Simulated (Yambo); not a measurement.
## Cr: optical spectrum with PBEsol

Cr:

```xyz
1
Lattice="-1.4844 1.4844 1.4844 1.4844 -1.4844 1.4844 1.4844 1.4844 -1.4844" Properties=species:S:1:pos:R:3 pbc="T T T"
Cr    0.0000    0.0000    0.0000
```

- Program: Yambo 5.3.0
- Task: optical spectrum
- Functional: PBEsol
- Potentials or basis: PseudoDojo 0.4.1 SR PBEsol standard
- Cutoff: 1279 eV
- Density cutoff: 5116 eV
- k mesh: 14 × 14 × 14
- Occupations: fermi-dirac, width 0.05 eV
- Spin: collinear spin, ferromagnetic start
- Starting moments: [3.0] μB
- k mesh of the self-consistent run: 14 × 14 × 14
- Direction of the field or of q to 0: x + y
- Broadening: 0.1 eV
- Kernel: none (independent particles)
- Top of the energy range: 30 eV
- Energy points: 150
- Nonlocal potential in the dipoles: no
- Correction of the levels: none
- Bands in the response: 32

The band gap on the k mesh, mean-field level is none (metal or under the smearing width). The net moment is 0.00 μB per cell.

Dielectric function (along the field direction of the input):
```csv
energy (eV),real part,imaginary part
0.40,92.01,54.81
0.81,83.85,37.52
1.21,52.07,62.06
1.81,36.10,67.75
2.21,16.19,62.31
2.82,-14.12,76.24
3.22,-26.73,37.94
3.83,-24.88,21.78
4.23,-19.36,14.75
4.83,-11.36,8.62
5.23,-9.12,6.77
5.84,-4.45,10.32
6.24,-9.50,11.34
6.85,-7.66,4.84
7.25,-7.41,2.34
7.85,-4.26,1.62
8.26,-3.17,1.45
8.86,-2.71,1.39
9.26,-1.21,1.13
9.87,-2.09,4.44
10.27,-2.09,2.42
10.87,-1.51,3.26
11.28,-1.33,1.97
11.88,-1.07,2.87
12.28,-1.50,1.67
12.89,-1.39,2.15
13.29,-1.26,1.93
13.89,-1.38,1.60
14.30,-0.93,1.41
14.90,-0.51,1.05
15.30,-0.46,1.18
15.91,-0.28,0.99
16.31,-0.38,1.09
16.91,-0.13,1.00
17.32,0.03,1.04
17.92,-0.32,1.35
18.32,-0.27,0.87
18.93,-0.20,1.04
19.33,-0.05,0.71
19.93,-0.13,0.78
```

Energy-loss function:
```tsv
energy (eV)	loss
0.0	0.000
1.2	0.009
2.6	0.013
3.8	0.020
5.2	0.052
6.4	0.042
7.9	0.078
9.1	0.247
10.5	0.399
11.7	0.407
13.1	0.414
14.3	0.494
15.7	0.612
16.9	0.986
18.3	1.043
19.5	0.971
20.9	1.464
22.1	1.184
23.6	1.451
24.8	1.149
26.2	0.318
27.4	0.620
28.8	0.615
30.0	0.322
```

Wall time 65 s on 1 thread of Intel(R) Xeon(R) 6975P-C (Granite Rapids), with other jobs on the host.

Caveat: the intraband (Drude) term of the metal is left out; the starting moments collapsed, and a magnetic state may lie lower; spectra need much finer meshes, so this one isn't converged; independent-particle spectra lack excitons.
